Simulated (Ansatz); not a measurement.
Geometry optimisation, DFT PBE-D3(BJ), scalar-relativistic, plane waves, PAW (Ansatz 0.2.0).

input.yaml

```yaml
accuracy: low
crystal:
  lattice:
    - [5.048742, 0.0, 0.0]
    - [2.524371, 4.372339, 0.0]
    - [0.0, 0.0, 15.676426]
  atoms:
    - { symbol: H, position: [0.1666667, 0.1666667, 0.0637901] }
    - { symbol: H, position: [0.6666667, 0.1666667, 0.0637901] }
    - { symbol: H, position: [0.1666667, 0.6666667, 0.0637901] }
    - { symbol: H, position: [0.6666667, 0.6666667, 0.0637901] }
    - { symbol: C, position: [0.1666667, 0.1666667, 0.1339591] }
    - { symbol: C, position: [0.6666667, 0.1666667, 0.1339591] }
    - { symbol: C, position: [0.1666667, 0.6666667, 0.1339591] }
    - { symbol: C, position: [0.6666667, 0.6666667, 0.1339591] }
    - { symbol: C, position: [-0.1666667, 0.3333333, 0.1668292] }
    - { symbol: C, position: [0.3333333, 0.3333333, 0.1668292] }
    - { symbol: C, position: [-0.1666667, 0.8333333, 0.1668292] }
    - { symbol: C, position: [0.3333333, 0.8333333, 0.1668292] }
    - { symbol: C, position: [-0.1666667, 0.3333333, 0.2654394] }
    - { symbol: C, position: [0.3333333, 0.3333333, 0.2654394] }
    - { symbol: C, position: [-0.1666667, 0.8333333, 0.2654394] }
    - { symbol: C, position: [0.3333333, 0.8333333, 0.2654394] }
    - { symbol: C, position: [0.0, 0.0, 0.2983094] }
    - { symbol: C, position: [0.5, 0.0, 0.2983094] }
    - { symbol: C, position: [0.0, 0.5, 0.2983094] }
    - { symbol: C, position: [0.5, 0.5, 0.2983094] }
    - { symbol: Cl, position: [0.1628587, 0.9128666, 0.4565088] }
    - { symbol: H, position: [-0.0548715, 0.8770309, 0.4852143] }
basis:
  ecutwfc: 420.0
kpoints:
  mp_grid: { grid: [3, 3, 1] }
hamiltonian:
  xc: pbe
  dispersion: d3bj
  pseudopotentials: { kind: paw, azcp: { folder: soft_1 } }
scf:
  occupations: { method: fermi_dirac, width: 0.02 }
  lower_state_search: "off"
relax:
  f_tol: 0.08
  max_steps: 25
  adjacent_minimum: "off"
  constraints: [{ sites: [0, 1, 2, 3, 4, 5, 6, 7, 8, 9, 10, 11] }]
```

Command:

```bash
$ ansatz run input.yaml --threads 1 --pin off --max-ram 3072MiB --backend cpu --events-out ev --progress --plain --runs-dir out
```

**Question.** Where does it end, and by what steps?

**Answer.** The run converged. The force dipped under the threshold on the way, but the program's further checks kept it going. Limits of this set-up: thin slab, slab without dipole correction, low accuracy level. After 19 steps the energy has fallen by 5.626 eV; H22 moved furthest, 2.70 Å. Parted: Cl21–H22 (1.28 → 2.62 Å). Joined: C17–Cl21 (2.58 → 1.81 Å), C18–H22 (3.55 → 1.10 Å).

```tsv
step	energy less start (eV)	largest force component (eV/Å)	accepted
0	0.0000	4.951	yes
1	-1.4093	2.306	yes
2	-1.7956	0.746	yes
3	-1.8498	0.653	yes
4	-1.8873	0.455	yes
5	-1.9306	0.166	yes
6	-1.9795	0.215	yes
7	-2.0466	0.341	yes
8	-2.1470	0.568	yes
9	-2.2867	0.991	yes
10	-2.4757	1.521	yes
11	-2.7302	1.993	yes
12	-3.0667	2.481	yes
13	-4.1728	2.824	yes
14	-4.9318	2.096	yes
15	-5.4286	0.859	yes
16	-5.6126	0.588	yes
17	-5.6208	0.291	yes
18	-5.6260	0.042	yes
19	-5.6260	0.042	yes
```

```xyz
22
Lattice="5.0487 0.0000 0.0000 2.5244 4.3723 0.0000 0.0000 0.0000 15.6764" Properties=species:S:1:pos:R:3
H 1.262 0.729 1.000
H 3.787 0.729 1.000
H 2.524 2.915 1.000
H 5.049 2.915 1.000
C 1.262 0.729 2.100
C 3.787 0.729 2.100
C 2.524 2.915 2.100
C 5.049 2.915 2.100
C 0.000 1.457 2.615
C 2.524 1.457 2.615
C 1.262 3.644 2.615
C 3.787 3.644 2.615
C 0.002 1.440 4.222
C 2.527 1.443 4.266
C 1.260 3.609 4.182
C 3.795 3.609 4.182
C 0.004 -0.040 4.678
C 2.528 -0.038 4.689
C 1.263 2.155 4.541
C 3.791 2.155 4.542
Cl 2.528 4.265 6.490
H 0.004 4.298 5.784
```

Run time: 3 min on 1 thread of Arm Neoverse V1, with other jobs on the host, peak memory 0.48 GiB.
